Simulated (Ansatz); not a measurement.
What does this script print? It uses the Python package of Ansatz (0.2.0).

`clcrho3.py`
```python
import ansatz as az
from ase import Atoms


def energy(molecule, charge=0, unpaired=0):
    calc = molecule.calculation().basis(gaussian="def2-SVPD").functional("b3lyp", dispersion="d3bj")
    if charge:
        calc = calc.charge(charge)
    if unpaired:
        calc = calc.spin("collinear", total=unpaired)
    report = calc.run().report
    if report["published_state_doubts"]:
        print("  doubts:", report["published_state_doubts"])
    return report["free_energy_ev"]


def main() -> None:
    atoms = Atoms(["O", "Cr", "O", "O", "Cl", "H"], positions=[
        (-0.0946, -1.8413, -0.0982),
        (0.2815, -0.2511, -0.1672),
        (1.492, -0.1959, 1.0907),
        (-1.2234, 0.2192, 0.1334),
        (0.9759, 0.9797, -1.7155),
        (-1.3893, 1.0254, 0.7106),
    ])
    molecule = az.Crystal.molecule_from_ase(atoms)

    parent = energy(molecule, 0, 0)
    cation = energy(molecule, 1, 1)
    print(f"E(N)   = {parent:.5f} eV")
    print(f"E(N-1) = {cation:.5f} eV  (1 unpaired)")
    print(f"vertical ionisation energy {cation - parent:.3f} eV")
    anion = energy(molecule, -1, 1)
    print(f"E(N+1) = {anion:.5f} eV  (1 unpaired)")
    print(f"vertical electron affinity {parent - anion:.3f} eV" + ("" if anion < parent else " (unbound in this basis)"))
    print(f"fundamental gap IP - EA = {cation + anion - 2 * parent:.3f} eV")


if __name__ == "__main__":
    main()
```

Output of `python clcrho3.py`:
```text
E(N)   = -47090.75231 eV
E(N-1) = -47080.08602 eV  (1 unpaired)
vertical ionisation energy 10.666 eV
E(N+1) = -47094.10796 eV  (1 unpaired)
vertical electron affinity 3.356 eV
fundamental gap IP - EA = 7.311 eV
```

At this unrelaxed geometry removing an electron costs 10.67 eV and adding one releases 3.36 eV.

Reading the output:
- Total energies depend on the basis set; only differences at equal settings carry meaning.
- The geometry is a force-field or estimated start, not a minimum of this method, and the basis set is short of its limit. All parts are taken at fixed geometry, without zero-point energy. At an unrelaxed start these energies can be a whole eV from those at the minimum, and a small affinity can change sign.
- The expectation value of S² is noticeably off S(S+1) in at least one run, so that state is spin-contaminated.
- b3lyp holds the VWN-RPA fit, as in Gaussian; the form of ORCA and Turbomole is b3lyp5.
- Timing: 88 s on 1 thread of Arm Neoverse V1, with other jobs on the host, peak memory 0.57 GiB.
